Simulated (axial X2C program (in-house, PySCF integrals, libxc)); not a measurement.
# Linear HfSH at several levels

One table from this session's results is given with a row withheld; the runs are named, their logs left out.

The runs use an in-house X2C program for linear molecules on PySCF integrals; all-electron X2C, two-component (2c) or spin-free, Hf dyall-v3z, S dyall-av3z, H dyall-v3z.

All values are calculated.

2 further runs of the same task are left out: 2 set aside as unsound or not needed.

Set-up of the first run:

task.json reads:

```json
{
 "zs": [
  72,
  16,
  1
 ],
 "q": 0,
 "bas": [
  "dyall-v3z",
  "dyall-av3z",
  "dyall-v3z"
 ],
 "r0": [
  2.55,
  1.34
 ],
 "symm": 0,
 "scan": [
  "PBE0",
  "HF",
  "PBE"
 ],
 "levels": [
  "PBE0",
  "HF",
  "TPSSh"
 ],
 "nst": 2
}
```

Keys: zs atomic numbers; q charge; bas basis sets; r0 starting distance in Å; symm equal bonds; scan levels of the two-bond scan (MP2 follows by itself at each HF point); levels methods; nst determinants followed.

Launch:

```bash
python solin.py task.json out
```

Masses Hf 179.947, S 31.972, H 1.008 u.

Among the steps run: Scan at PBE0, 2c; Scan at HF, 2c; Scan at PBE, 2c.

One of the session's tables, all rows but one given; the rest of the session is left out.

```
          level  r(Hf–S) (Å)  r(S–H) (Å)  lower stretch (cm⁻¹)  upper stretch (cm⁻¹)
       PBE0, 2c            ?           ?                     ?                     ?
         HF, 2c        2.400       1.321                 341.7                2890.1
        PBE, 2c        2.337       1.361                 355.1                2496.9
        MP2, 2c        2.347       1.334                 363.3                2768.6
PBE0, spin-free        2.329       1.344                 364.9                2669.1
  HF, spin-free        2.395       1.322                 343.3                2873.4
 PBE, spin-free        2.336       1.361                 356.3                2490.4
 MP2, spin-free        2.343       1.335                 367.5                2753.7
```

Q: Estimate the row for PBE0, 2c from the others.

**Answer.** r(Hf–S) (Å): 2.330; r(S–H) (Å): 1.344; lower stretch (cm⁻¹): 363.7; upper stretch (cm⁻¹): 2672.7. In the column «r(Hf–S) (Å)» it lies between PBE0, spin-free (2.329) and PBE, spin-free (2.336).

Scans not shown above were run alike.

MP2 freezes inner shells (threshold -2 hartree). The molecule was held linear; bending was not examined, so a bent shape may lie lower. Note: functional without a current term on a determinant with orbital currents, of the molecule or an atom.
